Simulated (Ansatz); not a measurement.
# GaF + HCl: a complex and its separated parts

The complex below is one end of an elementary step. How strongly is it bound against its free parts?

The runs use Ansatz 0.2.0, Gaussian basis; PBE0-D4/def2-TZVP structures, single points in def2-TZVPP, no counterpoise correction.

Levels: SPW92, PBE-D4, BLYP-D4, r2SCAN-D4, B97M-V, PBE0-D4, B3LYP-D4, r2SCAN0-D4, BHLYP-D4, CAM-B3LYP-D4, wB97X-V, wB97M-V, B2PLYP, PBE-QIDH, RPA on PBE, Hartree-Fock, MP2, CCSD, CCSD(T).

Cores are frozen in the correlated methods. Filled d shells of the heavier atoms are correlated. B3LYP uses VWN-RPA correlation. B2PLYP carries no dispersion term here.

95 further runs of the same task are left out: 1 that didn't finish, 94 set aside as unsound or not needed.

### 1 The system as given

The complex: 4 atoms, charge 0, spin multiplicity 1.

Atoms are counted from 1 here; the program's logs count them from 0.

Bond lengths: Ga1–F2 1.814 Å, H3–Cl4 1.299 Å.

Coordinates:

```mol
ClFGaH
  3D, bonds by distance, orders not assigned

  4  2  0  0  0  0  0  0  0  0999 V2000
   -1.3426   -1.6098   -1.0937 Ga  0  0
   -0.2442   -0.1790   -0.9010 F   0  0
    0.5454    0.6536    0.4477 H   0  0
    1.0413    1.1353    1.5471 Cl  0  0
  1  2  8  0
  3  4  8  0
M  END
```

Its parts: GaF holds atoms 1, 2; HCl holds atoms 3, 4. Each part counts its atoms afresh in its own runs.

### 2 Relaxing GaF alone

relax-a/in.yaml reads:

```yaml
crystal:
  periodic: [false, false, false]
  atoms:
    - {symbol: Ga, position_ang: [-1.342558, -1.609843, -1.093677]}
    - {symbol: F, position_ang: [-0.244213, -0.179028, -0.900977]}
basis:
  gaussian: {orbitals: def2-TZVP}
hamiltonian: {xc: pbe0, dispersion: d4}
relax: {f_tol: 0.005, max_steps: 200}
```

Command:

```sh
> ansatz run in.yaml --threads 2 --pin off --events-out ev --progress --plain --max-ram 4352MiB
```

The runs that follow: Relaxing HCl alone; SPW92/def2-TZVPP; PBE-D4/def2-TZVPP; BLYP-D4/def2-TZVPP; r2SCAN-D4/def2-TZVPP; B97M-V/def2-TZVPP; PBE0-D4/def2-TZVPP; B3LYP-D4/def2-TZVPP; r2SCAN0-D4/def2-TZVPP; BHLYP-D4/def2-TZVPP; CAM-B3LYP-D4/def2-TZVPP; wB97X-V/def2-TZVPP; wB97M-V/def2-TZVPP; B2PLYP/def2-TZVPP; PBE-QIDH/def2-TZVPP; RPA on PBE/def2-TZVPP; CCSD(T)/def2-TZVPP; Vibrations of GaF; Vibrations of HCl.

What does the calculation give? Wanted: complex less parts, CCSD(T)/def2-TZVPP; with zero-point energy; largest T1 diagnostic.

**Answer**, as computed:

```
                              quantity      value
complex less parts, CCSD(T)/def2-TZVPP  -0.253 eV
                with zero-point energy  -0.204 eV
                 largest T1 diagnostic      0.016
```

In words: At CCSD(T) the complex lies 0.253 eV below its parts. The functionals run from B2PLYP, off by -0.008 eV, to SPW92, off by -0.152 eV, against CCSD(T). By rung, the mean size of the error is: LDA 0.152, GGA 0.058, meta-GGA 0.029, hybrid 0.047, range-separated hybrid 0.032, double hybrid 0.009 eV. PBE-D4 gives a relative energy 0.060 eV too low, outside chemical accuracy (1 kcal/mol, 0.043 eV). No counterpoise was applied, and triple zeta lacks some correlation, so the CCSD(T) reference has a basis error of its own, and close matches with it are partly luck.
